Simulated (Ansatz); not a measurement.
# Mg, space group Fm-3m: a scan of one input key

Program: Ansatz 0.2.0 through its Python package.

The script, `mg.py`:
```python
from dataclasses import dataclass

import ansatz as az
import pandas as pd


@dataclass(frozen=True)
class Options:
    kgrid: tuple[int, ...] = (8, 8, 8)
    functional: str = 'r2scan'
    smearing: str = 'Fermi-Dirac'
    sigma: float = 0.1


cfg = Options()

system = (
    az.Lattice.fcc(4.488512)
    .space_group(225)
    .atom('Mg', (0.0, 0.0, 0.0))
    .primitive()
)

job = (
    system.calculation()
    .kpoints(*cfg.kgrid, center='gamma')
    .functional(cfg.functional)
    .occupations(cfg.smearing, width=cfg.sigma)
    .pseudopotentials('paw')
    .band_table()
)
typed = job.input()
rows = []
for value in [2, 5, 10]:
    edited = typed.set(az.key.scf.mixing.ndim, value)
    r = az.Session.from_dict(edited).plan().execute().report
    rows.append((value, r['free_energy_ev'], r['n_iterations'], len(r['eigenvalues_ev'][0]) if 'eigenvalues_ev' in r else 0))
print(pd.DataFrame(rows, columns=['history', 'F eV', 'iterations', 'bands listed']).round(4).to_string(index=False))
print(edited.to_yaml())
```

Running `python mg.py` prints:
```text
DeckWarning: basis.ecutwfc = 500 eV, auto-derived from the records' recommended cutoffs: set by Mg (their level for a meta-GGA)
 history       F eV  iterations  bands listed
       2 -1926.3982           6             9
       5 -1926.3982           6             9
      10 -1926.3982           6             9
crystal:
  lattice:
    bravais: fcc
    a: 4.488512
  space_group: 225
  atoms:
    - { symbol: Mg, position: [0.0, 0.0, 0.0] }
  reduce_to_primitive: true
kpoints:
  mp_grid:
    grid: [8, 8, 8]
    shift: [0.0, 0.0, 0.0]
hamiltonian:
  xc: r2scan
  pseudopotentials:
    kind: paw
scf:
  occupations:
    method: fermi_dirac
    width: 0.1
  mixing:
    ndim: 10
output:
  eigenvalues: true
```
(Warnings from the package without file and line, repeats left out.)

Caveats:
- Absolute energies stand on the zero of these potentials, so only differences at equal settings mean something. A total without «per atom» is that of the cell as typed.
- For a metal this k-point mesh is coarse: on a finer one energies can move by several to tens of meV an atom and pressures by half a GPa or more, differences at one mesh by less.
- This isn't the structure that Mg takes at ambient conditions.
- The whole script took 2.8 s on 1 thread of Intel(R) Xeon(R) Platinum 8488C (Sapphire Rapids), with other jobs on the host, peak memory 0.42 GiB.
